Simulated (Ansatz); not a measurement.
# EuI3: the cost of one run

Method: DFT LDA without U, plane waves, PAW, no spin–orbit coupling unless a run says so, in Ansatz 0.2.0.

**1. Starting point**

It takes space group Pm-3m (No. 221, cubic). The conventional cell has a = 6.336 Å, b = 6.336 Å, c = 6.336 Å, α = 90.00°, β = 90.00°, γ = 90.00°. Eu (site symmetry m-3m) has 6 I at 3.17 Å in its first shell of neighbours. I (site symmetry 4/mmm) is surrounded by 2 Eu at 3.17 Å.

Coordinates:

```
Eu I
1.0
     6.33568    0.00000    0.00000
     0.00000    6.33568    0.00000
     0.00000    0.00000    6.33568
Eu I
1 3
Direct
  0.00000 0.00000 0.00000
  0.50000 0.00000 0.00000
  0.00000 0.00000 0.50000
  0.00000 0.50000 0.00000
```

Magnetic order typed: ferromagnetic.

An earlier series on this cell reached its lowest free state from «from atoms, default search», perhaps among other starts.

**2. Random orbitals: single harmonics, second filling**

The input, input.yaml:

```yaml
crystal:
  lattice:
    - [6.33568333, 0.0, 0.0]
    - [0.0, 6.33568333, 0.0]
    - [0.0, 0.0, 6.33568333]
  atoms:
    - { symbol: Eu, position: [0.0, 0.0, 0.0], spin: 4.0 }
    - { symbol: I, position: [0.5, 0.0, 0.0] }
    - { symbol: I, position: [0.0, 0.0, 0.5] }
    - { symbol: I, position: [0.0, 0.5, 0.0] }
basis:
  ecutwfc: 420
  ecutrho_ratio: 4
kpoints:
  mp_grid: { grid: [3, 3, 3] }
hamiltonian:
  xc: lda
  hubbard:
    sites:
      - { site: 0, l: f, u_eff: 0.0, starting_ns: [{ spin: up, occupation_matrix: s0up }, { spin: down, occupation_matrix: s0down }] }
    occupation_matrices:
      s0up:
        matrix:
          - [0.97, 0.0, 0.0, 0.0, 0.0, 0.0, 0.0]
          - [0.0, 0.02, 0.0, 0.0, 0.0, 0.0, 0.0]
          - [0.0, 0.0, 0.97, 0.0, 0.0, 0.0, 0.0]
          - [0.0, 0.0, 0.0, 0.97, 0.0, 0.0, 0.0]
          - [0.0, 0.0, 0.0, 0.0, 0.97, 0.0, 0.0]
          - [0.0, 0.0, 0.0, 0.0, 0.0, 0.97, 0.0]
          - [0.0, 0.0, 0.0, 0.0, 0.0, 0.0, 0.02]
      s0down:
        matrix:
          - [0.02, 0.0, 0.0, 0.0, 0.0, 0.0, 0.0]
          - [0.0, 0.02, 0.0, 0.0, 0.0, 0.0, 0.0]
          - [0.0, 0.0, 0.02, 0.0, 0.0, 0.0, 0.0]
          - [0.0, 0.0, 0.0, 0.02, 0.0, 0.0, 0.0]
          - [0.0, 0.0, 0.0, 0.0, 0.02, 0.0, 0.0]
          - [0.0, 0.0, 0.0, 0.0, 0.0, 0.97, 0.0]
          - [0.0, 0.0, 0.0, 0.0, 0.0, 0.0, 0.02]
    ns_hold: { iters: 5 }
scf:
  occupations: { method: gaussian, width: 0.05 }
  lower_state_search: "off"
  max_iter: 150
output:
  forces: true
  stress: true
  eigenvalues: true
  populations: true
  hubbard: { sites: [{ site: 0, l: f }] }
magnetization:
  spin_polarized: true
```

The typed matrices put 0.97 on the chosen orbitals and 0.02 on the others, and are held for 5 cycles.

Launch:

```
> ansatz run input.yaml --threads 4 --pin off --max-ram 6144MiB --backend cpu --events-out ev --progress --plain --runs-dir out
```

What time and memory should one allow on 4 threads of Arm Neoverse V2, shared host?

About 13 s, with a peak of 0.71 GiB.
